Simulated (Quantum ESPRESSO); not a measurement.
Runs of Quantum ESPRESSO 7.5 on HPbNO4. The typed cell holds 7 atoms: a = 4.204 Å, b = 4.339 Å, c = 6.729 Å, α = 71.95°, β = 72.29°, γ = 62.23°. The cell was built by a generator and needn't be a form met in nature.

| task | level | potentials or basis | k mesh | cutoff (eV) | SCF threshold | form of the LDA correlation | symmetry | gap on the mesh (eV) | pressure (GPa) | largest force (eV/Å) |
| --- | --- | --- | --- | --- | --- | --- | --- | --- | --- | --- |
| single point | PBE | SG15 PBE 1.2 | 3 × 3 × 2 | 1197 | 1.4e-09 Ry | - | - | 2.84 | (b) | 0.12 |
| band structure | AM05 | SG15 PBE 1.2 | 4 × 4 × 3 | 1197 | 1.4e-09 Ry | - | - | 2.96 | -1.2 | 0.26 |
| band structure | PBE | PseudoDojo 0.4.1 SR PBE standard | 4 × 4 × 3 | 1143 | 1.4e-09 Ry | - | - | 2.95 | (c) | 0.18 |
| band structure | LDA | SG15 PBE 1.2 | 4 × 4 × 3 | 1197 | 1.4e-09 Ry | PZ81 | - | 2.91 | (a) | 0.64 |
| band structure | r2SCAN | SG15 PBE 1.2 | 4 × 4 × 3 | 1197 | 1e-08 Ry | - | off | 3.44 | -3.5 | 0.51 |

Alike in all rows: no spin polarisation; cell as given; smearing fermi-dirac 0.05 eV; the mesh is coarse, so values aren't converged.

Q: Estimate the missing entries.

A: (a) -3.8; (b) 0.1; (c) -0.1.

Caveats: all runs use coarse meshes; spin-orbit coupling is left out, which as a rule narrows the gap of such compounds by several tenths of an eV; the potentials were made for another functional, which shifts forces and pressure (some runs); an odd mesh through Γ misses points on the zone boundary, where band edges often lie (some runs).

A k mesh can miss the band edges, and the runs leave out spin-orbit coupling on Pb.

Not every run made on this cell is shown here.
